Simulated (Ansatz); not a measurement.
# AgHBr: the cost of one run

Program: Ansatz 0.2.0. Level of theory: DFT PBEsol, scalar-relativistic, plane waves, PAW. These are calculated values, not measurements.

1 further run of the same task is left out (set aside as unsound or not needed).

### 1 The system as given

Symmetry: P-3m1, No. 164, trigonal system. The conventional cell has a = 3.451 Å, b = 3.451 Å, c = 10.228 Å, α = 90.00°, β = 90.00°, γ = 120.00°. Zr (site symmetry 3m) is surrounded by 4 H at 2.07 to 2.18 Å and 3 Br at 2.76 Å. Around H (site symmetry 3m) lie 4 Zr at 2.07 to 2.18 Å. Br (site symmetry 3m) has 3 Zr at 2.76 Å and 1 H at 2.79 Å as nearest neighbours.

Coordinates:

```xyz
6
Lattice="3.4510 0.0000 0.0000 -1.7255 2.9886 0.0000 0.0000 0.0000 10.2284" Properties=species:S:1:pos:R:3 pbc="T T T"
Zr    0.0000    1.9924    6.5870
Zr    1.7255    0.9962    3.6414
H     0.0000    1.9924    4.5172
H     1.7255    0.9962    5.7112
Br    0.0000    1.9924    1.7267
Br    1.7255    0.9962    8.5017
```

The structure comes from the Materials Project (structure only).

### 2 One element swapped, cell strained: Zr → Ag, first probe

What differs from the listed cell: Ag takes all sites of Zr, and lengths are scaled by 0.945 as a first guess of the size; strain xx, yy, zz, yz, xz, xy = +1.0, +1.0, +1.0, +0.0, +0.0, +0.0 %.

input.yaml

```yaml
crystal:
  lattice:
    - [3.2931327086, 0.0, 0.0]
    - [-1.6465663543, 2.8519365836, 0.0]
    - [0.0, 0.0, 9.7605919008]
  atoms:
    - { symbol: Ag, position: [0.3333333333, 0.6666666667, 0.643992] }
    - { symbol: Ag, position: [0.6666666667, 0.3333333333, 0.356008] }
    - { symbol: H, position: [0.3333333333, 0.6666666667, 0.44163] }
    - { symbol: H, position: [0.6666666667, 0.3333333333, 0.55837] }
    - { symbol: Br, position: [0.3333333333, 0.6666666667, 0.168813] }
    - { symbol: Br, position: [0.6666666667, 0.3333333333, 0.831187] }
basis:
  ecutwfc: 420
kpoints:
  mp_grid: { grid: [6, 6, 2] }
hamiltonian:
  xc: pbesol
scf:
  occupations: { method: gaussian, width: 0.1 }
output:
  forces: true
  stress: true
  eigenvalues: true
```

On the command line:

```
ansatz run input.yaml --threads 1 --pin off --max-ram 1331MiB --backend cpu --events-out ev --progress --plain --runs-dir out
```

What time and memory should one allow on 1 thread of an x86-64 CPU, shared host?

About 1.5 s, with a peak of 0.38 GiB.
